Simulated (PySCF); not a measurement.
# HfH₄: relaxation and vibrations of the singlet

The task is one start of a wider search on HfH₄: the singlet, from a PBE0 minimum start. It is relaxed, tested by its Hessian and followed downhill if it is a saddle.

Method: PBE0, basis Hf def2-TZVP with ECP60, H def2-TZVP, scalar-relativistic core potentials, no spin–orbit coupling, density fitting; program: PySCF 2.14.0.

## 1. The system as given

5 atoms, charge 0, spin multiplicity 1.

Bond lengths: Hf1–H2 1.847 Å, Hf1–H3 1.847 Å, Hf1–H4 1.847 Å, Hf1–H5 1.847 Å. Angles: H2–Hf1–H3 109.5°, H2–Hf1–H4 109.5°, H2–Hf1–H5 109.5°, H3–Hf1–H4 109.5°, H3–Hf1–H5 109.5°, H4–Hf1–H5 109.5°.

```xyz
5
charge 0 multiplicity 1
Hf    0.0000    0.0000    0.0000
H     1.5081   -0.0001    1.0664
H    -1.5081    0.0000    1.0664
H     0.0000    1.5081   -1.0663
H     0.0000   -1.5080   -1.0664
```

## 2. Finding the electronic state

One driver script runs all steps and calls PySCF; scf.py shows how it sets up the SCF of each step. The optimiser is the driver's own. After this first run the driver tries any further starts and a stability analysis.

scf.py reads:

```python
from pyscf import gto, scf, dft
mol = gto.M(atom='''
Hf     0.000000     0.000000    -0.000000
H      1.508067    -0.000050     1.066364
H     -1.508067    -0.000000     1.066364
H      0.000025     1.508092    -1.066329
H     -0.000025    -1.508042    -1.066400''',
    basis={'Hf': 'def2-TZVP', 'H': 'def2-TZVP'},
    ecp={'Hf': 'def2-TZVP'},
    charge=0, spin=0)
mf = dft.RKS(mol, xc='PBE0')
mf.grids.atom_grid = (50, 194)
aux = {'Hf': 'def2-universal-JKFIT', 'H': 'def2-universal-JKFIT'}
mf = mf.density_fit(auxbasis=aux)
mf.conv_tol = 1e-08
mf.diis_space = 10
mf.max_cycle = 60
mf.init_guess = 'minao'
mf.verbose = 4
mf.kernel()
```

Run with:

```sh
$ OMP_NUM_THREADS=2 python axn.py task.json out
```

After this run come: Relaxation: PBE0 minimum start, singlet; Is it a minimum? Harmonic modes.

Q: Predict the outcome of this session. Wanted: minimum; geometry; wavenumbers; dipole moment; highest occupied, lowest empty level; polar-tensor charge of Hf1; zero-point energy; atomisation energy.

**Answer**, as computed:

```
                                 quantity                                    value
                                  minimum                              singlet, Td
                                 geometry    Hf–H 1.847 Å (×4); H–Hf–H 109.5° (×6)
                       wavenumbers (cm⁻¹)  550 (t2), 672 (e), 1711 (t2), 1777 (a1)
                            dipole moment                                   0.00 D
     highest occupied, lowest empty level                          -8.45, -2.05 eV
               polar-tensor charge of Hf1                                  +1.63 e
                        zero-point energy                              59.2 kJ/mol
                      entropy at 298.15 K                          239.1 J/(mol K)
atomisation energy (no zero-point energy)                              1196 kJ/mol
```

The PBE0 minimum start keeps its Td symmetry and ends in a minimum. The strongest infrared band lies at 1711 cm⁻¹ (t2, stretch). The dipole vanishes although Hf1 carries +1.6 e by the polar tensor: the bond dipoles cancel. Only this shape and spin were tried, so other structures or states may lie lower. The stability of the closed-shell solution was not tested. With an element this heavy the missing spin–orbit coupling can shift these numbers.
